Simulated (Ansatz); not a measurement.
**C7H12: ionisation energy by level of theory**

How much energy removes an electron from C7H12 at fixed geometry? The cation is run at each level and the neutral's energy taken from earlier runs.

Method: unrestricted cation, the program's frozen cores in correlated methods; program: Ansatz 0.2.0, Gaussian basis.

Plan: UKS PBE-D4/def2-TZVPP; UKS r2SCAN-D4/def2-TZVPP; UKS PBE0-D4/def2-TZVPP; UKS B3LYP-D4/def2-TZVPP; UKS wB97X-V/def2-TZVPP; UKS wB97M-V/def2-TZVPP; UKS B2PLYP/def2-TZVPP; UHF-CCSD(T)/def2-TZVPP; UHF-MP2/def2-QZVPP; extrapolation to the limit; then −ε(HOMO) from the neutral's earlier runs with LDA (SPW92), PBE-D4, revPBE-D4, BLYP-D4, r2SCAN-D4, B97M-V, PBE0-D4, B3LYP-D4, r2SCANh-D4, r2SCAN0-D4, HSE06-D4, BHLYP-D4, CAM-B3LYP-D4, LC-ωPBE, ωB97X-V, ωB97M-V.

## (1) The relaxed structure

The geometry comes from an earlier relaxation with PBE0-D4 in a triple-zeta def2 set; it is a stationary point, not always the lowest conformer.

SMILES `CC=C1CCCC1`, 19 atoms, charge 0, spin multiplicity 1.

Atoms are counted from 1 here; the program's logs count them from 0.

Bond lengths: C1–C2 1.491 Å, C1–H8 1.091 Å, C1–H9 1.095 Å, C1–H10 1.095 Å, C2–C3 1.329 Å, C2–H11 1.089 Å, C3–C4 1.514 Å, C3–C7 1.510 Å, C4–C5 1.531 Å, C4–H12 1.096 Å, C4–H13 1.093 Å, C5–C6 1.526 Å, C5–H14 1.095 Å, C5–H15 1.092 Å, C6–C7 1.527 Å, C6–H16 1.092 Å, C6–H17 1.095 Å, C7–H18 1.097 Å and more. Angles: C2–C1–H8 112.1°, C2–C1–H9 111.1°, C2–C1–H10 111.2°, H8–C1–H9 107.8°, H8–C1–H10 107.9°, H9–C1–H10 106.5°, C1–C2–C3 125.8°, C1–C2–H11 116.2°, C3–C2–H11 118.0°, C2–C3–C4 126.4°, C2–C3–C7 125.1°, C4–C3–C7 108.4°, C3–C4–C5 104.7°, C3–C4–H12 109.8°, C3–C4–H13 112.8°, C5–C4–H12 110.2°, C5–C4–H13 112.8°, H12–C4–H13 106.6° and more.

## (2) Cation, UKS PBE-D4/def2-TZVPP

File in.yaml:

```yaml
crystal:
  periodic: [false, false, false]
  atoms:
    - {symbol: C, position_ang: [-0.846439, -2.425787, -1.024229]}
    - {symbol: C, position_ang: [-1.146550, -1.300142, -0.093830]}
    - {symbol: C, position_ang: [-0.363745, -0.251402, 0.134904]}
    - {symbol: C, position_ang: [0.972083, 0.033224, -0.518460]}
    - {symbol: C, position_ang: [1.501141, 1.276451, 0.201541]}
    - {symbol: C, position_ang: [0.235196, 2.015247, 0.626774]}
    - {symbol: C, position_ang: [-0.684808, 0.883192, 1.078674]}
    - {symbol: H, position_ang: [0.111928, -2.296097, -1.529037]}
    - {symbol: H, position_ang: [-1.620262, -2.519537, -1.793613]}
    - {symbol: H, position_ang: [-0.819470, -3.383383, -0.493091]}
    - {symbol: H, position_ang: [-2.095684, -1.355340, 0.436684]}
    - {symbol: H, position_ang: [0.825595, 0.247082, -1.583824]}
    - {symbol: H, position_ang: [1.660379, -0.813557, -0.461238]}
    - {symbol: H, position_ang: [2.064545, 0.978379, 1.092014]}
    - {symbol: H, position_ang: [2.167874, 1.878336, -0.418911]}
    - {symbol: H, position_ang: [0.411096, 2.764773, 1.400925]}
    - {symbol: H, position_ang: [-0.202164, 2.527814, -0.236811]}
    - {symbol: H, position_ang: [-0.426375, 0.594072, 2.105315]}
    - {symbol: H, position_ang: [-1.744339, 1.146694, 1.076220]}
basis:
  gaussian: {orbitals: def2-TZVPP}
total_charge: 1
magnetization: {spin_polarized: true, initial_magnetization: 1}
hamiltonian: {xc: pbe, dispersion: d4}
```

Command:

```console
$ ansatz run in.yaml --threads 2 --pin off --events-out ev --progress --plain --max-ram 32768MiB --backend cuda --devices 0, --max-vram 18GiB
```

The runs that follow: Cation, UKS r2SCAN-D4/def2-TZVPP; Cation, UKS PBE0-D4/def2-TZVPP; Cation, UKS B3LYP-D4/def2-TZVPP; Cation, UKS wB97X-V/def2-TZVPP; Cation, UKS wB97M-V/def2-TZVPP; Cation, UKS B2PLYP (frozen core)/def2-TZVPP; Cation, UHF-CCSD(T)/def2-TZVPP; Cation, UHF-MP2/def2-QZVPP.

Before running them: what should the planned runs give, taken together? Wanted: ionisation energy, CCSD(T)/CBS; nearest functional by difference; nearest −ε(HOMO); −ε(HOMO) of PBE; T1 of the cation.

The runs gave:

| quantity | value |
| --- | --- |
| ionisation energy, CCSD(T)/CBS | 8.84 eV |
| nearest functional by difference | B2PLYP (-0.31 eV) |
| nearest −ε(HOMO) | ωB97X-V (-0.07 eV) |
| −ε(HOMO) of PBE | 5.37 eV |
| T1 of the cation | 0.016 |

What this shows: Energy differences with functionals land within 0.56 eV of the reference. The PBE orbital energy is 3.5 eV too small: a semilocal HOMO is no ionisation energy. Among orbital estimates ωB97X-V comes nearest. Hartree-Fock falls 1.59 eV short, as the neutral has more correlation energy than the cation. The cation may have settled in a state other than its lowest; no search over hole states beyond the program's own was made.
